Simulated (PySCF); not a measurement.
# C7H8: the cost of one run

Computed with PySCF 2.14.0, with density-fitted response routines of our own, on a single molecule in the gas phase. Atoms count from 0, in the outputs and in this text.

### Step 1. Starting geometry

15 atoms, charge 0, multiplicity 1; geometry from: GFN2-xTB.

Bonds of the start (Å): C0–C1 1.35, C1–C2 1.44, C2–C3 1.34, C3–C4 1.50, C4–C5 1.49, C5–C6 1.34, C6–C0 1.44, C0–H7 1.08, C1–H8 1.08, C2–H9 1.08, C3–H10 1.08, C4–H11 1.09, C4–H12 1.09, C5–H13 1.08, C6–H14 1.08.

### Step 2. Optimising the geometry at PBE0-D3(BJ)/def2-SVP

The job: settings as JSON, then the geometry in Å.

```
{"job": {"xc": "PBE0", "basis": "def2-SVP", "d3": "d3bj", "grid": 2, "kind": "geom"}, "charge": 0, "multiplicity": 1}
C      1.467350     0.494970    -0.240220
C      1.313370    -0.843430    -0.139750
C      0.155910    -1.493510     0.407820
C     -1.098000    -1.041690     0.289050
C     -1.421010     0.120510    -0.597870
C     -0.829310     1.293670     0.113740
C      0.496070     1.463070     0.185880
H      2.435240     0.882480    -0.533190
H      2.163620    -1.478340    -0.355960
H      0.343260    -2.399370     0.970610
H     -1.907930    -1.512450     0.828280
H     -0.933040    -0.008200    -1.568490
H     -2.493740     0.232580    -0.741580
H     -1.502740     2.009370     0.563900
H      0.892670     2.375990     0.612130
```

**Question.** How long does this first job take on 8 threads of Intel Xeon Platinum 8488C (Sapphire Rapids), shared host?

About 33 s.
